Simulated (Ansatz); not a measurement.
A run of Ansatz 0.2.0 is set up as follows.

The input input.yaml:

```yaml
crystal:
  lattice:
    - [3.7029743866, 0.0, 0.0]
    - [-1.8514871933, 3.2068698884, 0.0]
    - [0.0, 0.0, 3.694211]
  atoms:
    - { symbol: Te, position: [0.6666666667, 0.3333333333, 0.0] }
    - { symbol: Nb, position: [0.0, 0.0, 0.5] }
kpoints:
  mp_grid: { grid: [8, 8, 7] }
scf:
  occupations: { method: gaussian, width: 0.02 }
hamiltonian:
  xc: rpbe
  pseudopotentials: { kind: all_electron, lapw: { basis_error: 0.001 } }
output:
  forces: true
  stress: true
  eigenvalues: true
```

Potentials or basis: all-electron LAPW, scalar-relativistic.

Command:

```sh
$ ansatz run input.yaml --threads 1 --pin off --max-ram 3072MiB --backend cpu --events-out ev --progress --plain --runs-dir out
```

Question: Predict the pressure.

Answer: 1.5 GPa.

Question: Predict the band gap on the k mesh.

Answer: None (metal or under the smearing width).

Stress tensor (GPa, compression positive):
```
0.96 0.00 0.00
0.00 0.96 0.00
0.00 0.00 2.47
```

The run has no spin-orbit coupling, so splittings on Te are missing.
